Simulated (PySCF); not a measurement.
# C6H7NS: the cost of one run

Programs: PySCF 2.14.0, with density-fitted response routines of our own. Each step states its level of theory. These are calculated values for one molecule in the gas phase, unless marked as measured. Atoms count from 0, in the outputs and in this text.

## 1. The molecule as given

15 atoms, charge 0, multiplicity 1; geometry from: MMFF94s.

Bonds of the start (Å): C0–S1 1.81, S1–C2 1.78, C2–C3 1.39, C3–C4 1.38, C4–N5 1.35, N5–C6 1.35, C6–C7 1.38, C7–C2 1.39, C0–H8 1.09, C0–H9 1.09, C0–H10 1.09, C3–H11 1.08, C4–H12 1.09, C6–H13 1.09, C7–H14 1.08.

## 2. Geometry optimisation at PBE0-D3(BJ)/def2-SVP

Job settings and geometry (Å):

```
{"job": {"xc": "PBE0", "basis": "def2-SVP", "d3": "d3bj", "grid": 1, "kind": "geom"}, "charge": 0, "multiplicity": 1}
C     -2.603415    -0.563981     0.228561
S     -1.655898    -0.007866    -1.213765
C     -0.032132     0.127818    -0.487953
C      0.583813    -0.951451     0.141650
C      1.851647    -0.767609     0.667672
N      2.529988     0.397203     0.603129
C      1.917670     1.421587    -0.027345
C      0.653935     1.336260    -0.586204
H     -2.301076    -1.570124     0.530046
H     -3.665250    -0.588210    -0.030972
H     -2.466876     0.125075     1.066632
H      0.105217    -1.920859     0.214885
H      2.373313    -1.579317     1.166815
H      2.488897     2.344328    -0.075035
H      0.220167     2.197145    -1.083013
```

Started as:

```sh
> OMP_NUM_THREADS=1 python probes_run.py task.json out
```

The driver reads the jobs from task.json and runs them one after another.

Q: Estimate the wall time and peak memory of this first job on 1 thread of Intel Xeon at 2.30GHz, shared host.

About 1.7 min, with a peak of 0.62 GiB.
